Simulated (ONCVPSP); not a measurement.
# An ONCV potential for W, from input to tests

Aim: build the potential from the settings below, then test how well it stands in for the atom: other configurations, scattering, ghost states and the plane-wave cutoff that it needs.

Program: ONCVPSP 4.0.1. Reference atom: PBE, scalar-relativistic, spherical and spin-unpolarised. All values are calculated.

## Step 1: The design

The settings as typed:

```
element                 : tungsten (W, Z = 74)
type                    : optimised norm-conserving Vanderbilt (ONCV)
frozen core             : [Kr] 4d10 4f14
valence charge          : 14
reference configuration : 5s2 5p6 5d4 6s2
partial waves           : 5s+6s: rc 1.50 bohr, ncon 4, nbas 7, qcut 8.4 1/bohr, 2 projectors; 5p: rc 1.60 bohr, ncon 4, nbas 8, qcut 7.9 1/bohr, 1 projector; 5d: rc 2.55 bohr, ncon 3, nbas 6, qcut 5.3 1/bohr, 2 projectors, debl 3.8 Ha
local potential         : polynomial inside 1.10 bohr (lpopt 5, dvloc0 -1 Ha)
core correction         : polynomial model core, fcfact 0.45
```

## Step 2: Generating the potential

Contents of W.dat:

```
# ATOM AND REFERENCE CONFIGURATION
# atsym  z   nc   nv     iexc    psfile
  W 74.00   10    4        4      upf
#
#   n    l    f
    1    0    2.00
    2    0    2.00
    2    1    6.00
    3    0    2.00
    3    1    6.00
    3    2   10.00
    4    0    2.00
    4    1    6.00
    4    2   10.00
    4    3   14.00
    5    0    2.00
    5    1    6.00
    5    2    4.00
    6    0    2.00
#
# PSEUDOPOTENTIAL AND OPTIMIZATION
# lmax
    2
#
#   l,   rc,      ep,       ncon, nbas, qcut
    0    1.50    0.00    4    7    8.40
    1    1.60    0.00    4    8    7.90
    2    2.55    0.00    3    6    5.30
#
# LOCAL POTENTIAL
# lloc, lpopt,  rc(5),   dvloc0
    4    5    1.10   -1.00
#
# VANDERBILT-KLEINMAN-BYLANDER PROJECTORs
# l, nproj, debl
    0    2    2.60
    1    1    0.90
    2    2    3.80
#
# MODEL CORE CHARGE
# icmod, fcfact, rcfact
    1    0.45    0.00
#
# LOG DERIVATIVE ANALYSIS
# epsh1, epsh2, depsh
   -4.00    5.00    0.02
#
# OUTPUT GRID
# rlmax, drl
    6.00    0.01
#
# TEST CONFIGURATIONS
# ncnf
    4
# nvcnf
#   n    l    f
    4
    5    0    2.00
    5    1    6.00
    5    2    4.00
    6    0    1.00
#
    4
    5    0    2.00
    5    1    6.00
    5    2    4.00
    6    0    0.00
#
    4
    5    0    2.00
    5    1    6.00
    5    2    3.00
    6    0    0.00
#
    5
    5    0    2.00
    5    1    6.00
    5    2    4.00
    6    0    1.00
    6    1    1.00
#
```

Started as:

```bash
$ oncvpsp.x < W.dat > W.out
```

Before running it: what results should come out? Wanted: cutoffs for 1 and 0.1 mHa per electron, occupied waves; bound ghosts; GHOST(+) flags; largest test error; largest phase difference near zero energy, channels read; rms error of d²Exc/dn², without and with the model core.

The runs gave:

| quantity | value |
| --- | --- |
| cutoffs for 1 and 0.1 mHa per electron, occupied waves | 26 Ha and 30 Ha |
| bound ghosts | none found |
| GHOST(+) flags | s at 85 eV, d at 231 eV |
| largest test error (AE − PS) | +78 meV, for 5s2 5p6 5d4 6s1 6p1 |
| largest phase difference near zero energy, channels read | 0.026 rad |
| rms error of d²Exc/dn², without and with the model core | 6.15 and 0.41 mHa |

In words: By total energies transferability is fair: the largest error is 78 meV on 4.5 eV, for 5s2 5p6 5d4 6s1 6p1. By its cutoff, 26 Ha for the looser tolerance, it is of middling hardness. The program's ghost test flags no bound state. Near zero energy the phases of the channels with partial waves agree within 0.026 rad. The program also flags highly localised states, GHOST(+) (s, d). Note that the frozen 4f shell (-33 eV) lies higher than the valence 5s shell (-79 eV). These are tests on the free atom; a crystal test is still owed.
